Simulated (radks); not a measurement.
# Si⁴⁺ in [He] 2s2 2p5 3s1: an all-electron calculation

One table from this session's results is given with a row withheld; the runs are named, their logs left out.

Program: radks (a radial shooting solver on a logarithmic mesh, Libxc functionals) version 1. Level of theory: Dirac Kohn-Sham, exchange-only B88, spin-unpolarised, spherical densities, finite nucleus; open shells fill j = l - 1/2 first. These are calculated values, not measurements, unless marked.

## The system

| Quantity | Value |
| --- | --- |
| element | silicon (Z = 14) |
| charge | +4 |
| electrons | 10 |
| configuration | [He] 2s2 2p5 3s1 |
| nuclear rms radius | 3.1224 fm |

Set-up of the first run:

The run's settings:

```text
Z 14
configuration [He] 2s2 2p5 3s1
relativity Dirac
functional b88,
spin unpolarised
j_filling energy
nucleus finite rms 3.1224 fm
c 137.035999084
```

Started as:

```console
$ python run_ks.py task.json out
```

The same process makes all the runs of this session.

One table of the session follows, with a row left open; its other results are not shown here.

It belongs to the step «Orbitals and density». Sizes of the orbitals, from the radial functions (bohr):

```
level     <r>  outermost maximum (interpolated)  90 % within  nodes
1s1/2       ?                                 ?            ?      ?
2s1/2  0.5505                             0.447        0.862      1
2p1/2  0.5086                             0.376        0.847      0
2p3/2  0.5105                             0.377        0.850      0
3s1/2   1.662                              1.49         2.44      2
```

**Question.** Estimate the row for 1s1/2.

As computed: <r>: 0.1112; outermost maximum (interpolated): 0.0726; 90 % within: 0.199; nodes: 0. In the column «<r>» it is the lowest.
